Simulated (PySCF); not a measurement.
**MoN2H3ClO (SMILES [NH]=[Mo](=[NH])([OH])[Cl]) at 6 levels**

Wanted: a comparison of 6 runs (HF/3-21G, HF/def2-SVP, r2SCAN/3-21G, PBE0/def2-SVP, TPSS/def2-SVP, B3LYP/def2-SVPD) of MoN2H3ClO. The job is set up through a Python script.

The results are computed with PySCF 2.14.0.

### Step 1. Starting point

MoN2H3ClO has 8 atoms, charge 0, and is taken as a singlet. As SMILES, `[NH]=[Mo](=[NH])([OH])[Cl]`. The shape is that of a PBE0-D4/def2-TZVP optimisation. This is one conformer, not always the lowest.

Bond lengths: N1–Mo2 1.719 Å, Mo2–N3 1.717 Å, Mo2–O4 1.882 Å, Mo2–Cl5 2.281 Å, N1–H6 1.012 Å, N3–H7 1.011 Å, O4–H8 0.961 Å. Angles: N1–Mo2–N3 110.0°, N1–Mo2–O4 109.1°, N1–Mo2–Cl5 107.8°, N3–Mo2–O4 107.7°, N3–Mo2–Cl5 108.3°, O4–Mo2–Cl5 114.0°, Mo2–N1–H6 152.0°, Mo2–N3–H7 154.7°, Mo2–O4–H8 119.4°.

### Step 2. Energy and gradient at HF/3-21G (run 1)

Input file job.py:

```python
import pyscf.grad
from pyscf import gto

system = gto.Mole()
system.atom = '''
N       -1.065200       0.803600       0.662300
Mo       0.070000       0.017100      -0.362100
N        1.639300       0.095800       0.330700
O       -0.396200      -1.799700      -0.517000
Cl       0.108600       1.136200      -2.349700
H       -1.301000       1.360300       1.473600
H        2.326300       0.406800       1.003900
H       -1.289600      -2.077100      -0.297500
'''
system.verbose = 4
system.basis = '3-21g'
system.max_memory = 1860
system.build()

mf = system.RHF()
mf.conv_tol = 1e-10
mf.kernel()
if not mf.converged:
    mf = mf.newton().run(mf.mo_coeff, mf.mo_occ)

etot = mf.e_tot
print('E = %.10f Eh' % etot)
grad = mf.Gradients().kernel()
dip = mf.dip_moment()
pop, q = mf.mulliken_pop()
```

Run with:

```console
OMP_NUM_THREADS=1 python job.py
```

Log:

```text
PySCF version 2.14.0

[... 80 lines left out ...]
converged SCF energy = -4598.32918305661
[... 12 lines left out ...]
Dipole moment(X, Y, Z, Debye): -0.92031,  0.17758,  5.34440
[... 91 lines left out ...]
charge of    7H =      0.42114
```

Run time: 6.6 s. Hardware: 1 thread of Intel Xeon at 2.70GHz, shared host; peak memory 0.16 GiB.

### Step 3. Energy and gradient at HF/def2-SVP (core potential) (run 2)

Input file input.py:

```python
import pyscf.grad
from pyscf import gto

system = gto.Mole()
system.atom = [
    ('N', (-1.065200, 0.803600, 0.662300)),
    ('Mo', (0.070000, 0.017100, -0.362100)),
    ('N', (1.639300, 0.095800, 0.330700)),
    ('O', (-0.396200, -1.799700, -0.517000)),
    ('Cl', (0.108600, 1.136200, -2.349700)),
    ('H', (-1.301000, 1.360300, 1.473600)),
    ('H', (2.326300, 0.406800, 1.003900)),
    ('H', (-1.289600, -2.077100, -0.297500)),
]
system.basis = 'def2-svp'
system.max_memory = 1860
system.ecp = {'Mo': 'def2-svp'}
system.verbose = 4
system.build()

myscf = system.RHF()
myscf.conv_tol = 1e-10
myscf.kernel()
if not myscf.converged:
    myscf = myscf.newton().run(myscf.mo_coeff, myscf.mo_occ)

energy = myscf.e_tot
print('E(%s) = %.9f' % ('HF', energy))
grad = myscf.Gradients().kernel()
dip = myscf.dip_moment()
pop, q = myscf.mulliken_pop()
```

Run with:

```console
OMP_NUM_THREADS=1 python input.py
```

Log:

```text
PySCF version 2.14.0

[... 76 lines left out ...]
converged SCF energy = -712.259742267271
[... 12 lines left out ...]
Dipole moment(X, Y, Z, Debye): -0.88729,  0.32681,  3.48054
[... 115 lines left out ...]
charge of    7H =      0.25036
```

It took 14 s on 1 thread of Intel Xeon at 2.70GHz, shared host; peak memory 0.24 GiB.

Runs 3 to 4 aren't shown in full; the table further down has their settings and results.

### Step 4. Energy and gradient at TPSS/def2-SVP (core potential) (run 5)

Input file input.py:

```python
from pyscf import gto, dft

system = gto.Mole()
system.atom = '''
N     -2.012936     1.518584     1.251566
Mo     0.132281     0.032314    -0.684270
N      3.097828     0.181036     0.624932
O     -0.748709    -3.400940    -0.976988
Cl     0.205224     2.147107    -4.440289
H     -2.458534     2.570594     2.784700
H      4.396070     0.768741     1.897096
H     -2.436991    -3.925150    -0.562194
'''
system.ecp = {'Mo': 'def2-svp'}
system.verbose = 4
system.unit = 'bohr'
system.max_memory = 1860
system.basis = 'def2-svp'
system.build()

myscf = dft.RKS(system)
myscf.xc = 'tpss'
myscf.conv_tol = 1e-10
myscf.grids.level = 5
myscf.kernel()
if not myscf.converged:
    myscf = myscf.newton().run(myscf.mo_coeff, myscf.mo_occ)

e_tot = myscf.e_tot
print('Final energy', e_tot)
grad = myscf.nuc_grad_method().kernel()
myscf.analyze()
```

Run with:

```console
OMP_NUM_THREADS=1 python input.py
```

Log:

```text
PySCF version 2.14.0

[... 113 lines left out ...]
MO #6   energy= -7.01029302295737  occ= 2
[... 19 lines left out ...]
MO #26  energy= -0.269040450613594 occ= 2
[... 19 lines left out ...]
MO #46  energy= 0.340476940578789  occ= 0
[... 19 lines left out ...]
MO #66  energy= 0.973751562913909  occ= 0
[... 19 lines left out ...]
MO #86  energy= 1.67526433508561   occ= 0
[... 19 lines left out ...]
MO #106 energy= 39.4299652413948   occ= 0
[... 117 lines left out ...]
Dipole moment(X, Y, Z, Debye): -0.92705, -0.08217,  3.09663
```

Wall time 63 s (1 thread of Intel Xeon at 2.70GHz, shared host); peak memory 1.1 GiB.

### Step 5. Energy and forces at B3LYP/def2-SVPD (core potential) (run 6)

Input file calc.py:

```python
import pyscf.grad
from pyscf import gto, dft

mol = gto.Mole()
mol.atom = [
    ('N', (-1.065200, 0.803600, 0.662300)),
    ('Mo', (0.070000, 0.017100, -0.362100)),
    ('N', (1.639300, 0.095800, 0.330700)),
    ('O', (-0.396200, -1.799700, -0.517000)),
    ('Cl', (0.108600, 1.136200, -2.349700)),
    ('H', (-1.301000, 1.360300, 1.473600)),
    ('H', (2.326300, 0.406800, 1.003900)),
    ('H', (-1.289600, -2.077100, -0.297500)),
]
mol.max_memory = 1860
mol.verbose = 4
mol.charge = 0
mol.ecp = {'Mo': 'def2-svp'}
mol.basis = 'def2-svpd'
mol.build()

ks = dft.RKS(mol, xc='b3lyp')
ks.conv_tol = 1e-10
ks.grids.level = 5
ks.kernel()
if not ks.converged:
    ks = ks.newton().run(ks.mo_coeff, ks.mo_occ)

energy = ks.e_tot
print('E(%s) = %.9f' % ('B3LYP', energy))
grad = ks.Gradients().kernel()
ks.analyze()
```

Run with:

```console
OMP_NUM_THREADS=1 python calc.py
```

Log:

```text
PySCF version 2.14.0

[... 117 lines left out ...]
MO #13  energy= -0.987466675841915 occ= 2
[... 26 lines left out ...]
MO #40  energy= 0.0977330707926249 occ= 0
[... 26 lines left out ...]
MO #67  energy= 0.394488935826714  occ= 0
[... 26 lines left out ...]
MO #94  energy= 0.976790167811389  occ= 0
[... 26 lines left out ...]
MO #121 energy= 1.76924054154923   occ= 0
[... 26 lines left out ...]
MO #148 energy= 39.1789706606192   occ= 0
[... 159 lines left out ...]
Dipole moment(X, Y, Z, Debye): -0.82635,  0.06933,  3.11128
```

Run time: 80 s. Hardware: 1 thread of Intel Xeon at 2.70GHz, shared host; peak memory 1.7 GiB.

### Step 6. All runs side by side

| run | level | core potential | integration grid | energy (Eh) | dipole moment (D) | HOMO energy (eV) | LUMO energy (eV) | wall time |
| --- | --- | --- | --- | --- | --- | --- | --- | --- |
| 1 | HF/3-21G | – | – | -4598.329183 | 5.43 | -11.12 | 1.07 | 6.6 s |
| 2 | HF/def2-SVP (core potential) | def2-svp | – | -712.259742 | 3.61 | -11.21 | 1.64 | 14 s |
| 3 | r2SCAN/3-21G | – | 5 | -4602.174425 | 4.76 | -6.83 | -2.71 | 49 s |
| 4 | PBE0/def2-SVP (core potential) | def2-svp | 5 | -714.387604 | 3.33 | -7.99 | -1.80 | 41 s |
| 5 | TPSS/def2-SVP (core potential) | def2-svp | 5 | -714.824925 | 3.23 | -6.70 | -2.47 | 63 s |
| 6 | B3LYP/def2-SVPD (core potential) | def2-svp | 5 | -714.821170 | 3.22 | -7.94 | -2.36 | 80 s |

### Step 7. Outcome

| quantity | value |
| --- | --- |
| run 6: total energy | -714.82117 Eh |
| run 6: dipole moment | 3.22 D |
| run 6: HOMO energy | -7.94 eV |
| run 6: LUMO energy | -2.36 eV |
| run 6: HOMO–LUMO gap | 5.58 eV |
| run 6: largest force on an atom | 0.648 eV/Å |

What this shows: The dipole moment (its size) runs from 3.22 D (B3LYP/def2-SVPD) to 5.43 D (HF/3-21G). The two ends differ in method and basis and core potential. The HOMO–LUMO gap runs from 4.12 eV (r2SCAN/3-21G) to 12.85 eV (HF/def2-SVP). Totals of different functionals can't be ranked against each other. Some runs of one species differ in core potentials or relativity; totals across that change don't compare. In runs 1, 3 relativity is left out where basis or elements ask for it. All runs together took 4.2 min, the longest 80 s.
